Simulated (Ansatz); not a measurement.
# CH₆NSSb: basis-set convergence

An exercise on one series of results from a longer session: the logs are not shown, and one member is left open.

Program: Ansatz 0.2.0, Gaussian basis. Level of theory: one geometry, several basis sets. These are calculated values, not measurements.

The runs, in order: PBE0-D4/def2-SVP; ωB97M-V/def2-SVP; PBE0-D4/def2-QZVPP; ωB97M-V/def2-QZVPP; the functionals' def2-TZVPP values are taken from earlier runs.

## Structure used throughout

An earlier PBE0-D4 in a triple-zeta def2 set relaxation fixed the geometry. Sb takes the def2 core potential; no spin-orbit term is included.

10 atoms, charge 0, spin multiplicity 1.

Atoms are counted from 1 here; the program's logs count them from 0.

Bond lengths: N1–Sb2 2.038 Å, N1–H5 1.011 Å, N1–H6 1.011 Å, Sb2–C3 2.165 Å, Sb2–H7 1.717 Å, C3–S4 1.804 Å, C3–H8 1.090 Å, C3–H9 1.090 Å, S4–H10 1.344 Å. Angles: Sb2–N1–H5 114.7°, Sb2–N1–H6 112.4°, H5–N1–H6 108.3°, N1–Sb2–C3 95.3°, N1–Sb2–H7 97.6°, C3–Sb2–H7 91.5°, Sb2–C3–S4 111.0°, Sb2–C3–H8 108.9°, Sb2–C3–H9 110.3°, S4–C3–H8 106.2°, S4–C3–H9 111.8°, H8–C3–H9 108.4°, C3–S4–H10 97.5°.

The first run:

File in.yaml:

```yaml
crystal:
  periodic: [false, false, false]
  atoms:
    - {symbol: N, position_ang: [-1.789520, 1.058088, -0.187951]}
    - {symbol: Sb, position_ang: [0.243159, 1.080195, -0.330803]}
    - {symbol: C, position_ang: [0.526998, -0.882267, 0.539393]}
    - {symbol: S, position_ang: [2.239774, -1.422752, 0.371842]}
    - {symbol: H, position_ang: [-2.260722, 0.568480, -0.936737]}
    - {symbol: H, position_ang: [-2.180658, 1.988107, -0.121516]}
    - {symbol: H, position_ang: [0.366019, 0.443577, -1.920198]}
    - {symbol: H, position_ang: [-0.075405, -1.604226, -0.011993]}
    - {symbol: H, position_ang: [0.201513, -0.885224, 1.579286]}
    - {symbol: H, position_ang: [2.811844, -0.395179, 1.021678]}
basis:
  gaussian: {orbitals: def2-SVP}
hamiltonian: {xc: pbe0, dispersion: d4}
output: {orbitals: {seedname: orbitals}}
```

Started as:

```sh
$ ansatz run in.yaml --threads 4 --pin off --events-out ev --progress --plain --max-ram 10444MiB
```

Among the steps run: PBE0-D4 in def2-SVP; ωB97M-V in def2-SVP; PBE0-D4 in def2-QZVPP; ωB97M-V in def2-QZVPP.

One table of the session follows, with a row left open; its other results are not shown here.

It belongs to the step «Functionals by basis». 

```
functional       basis  HOMO (eV)
   PBE0-D4    def2-SVP      -6.33
   PBE0-D4  def2-TZVPP          ?
   PBE0-D4  def2-QZVPP      -6.54
   ωB97M-V    def2-SVP      -8.46
   ωB97M-V  def2-TZVPP      -8.64
   ωB97M-V  def2-QZVPP      -8.68
```

Estimate the missing values for PBE0-D4, def2-TZVPP.

The run gave: HOMO (eV): -6.50. In the column «HOMO (eV)» it lies between PBE0-D4, def2-QZVPP (-6.54) and PBE0-D4, def2-SVP (-6.33).
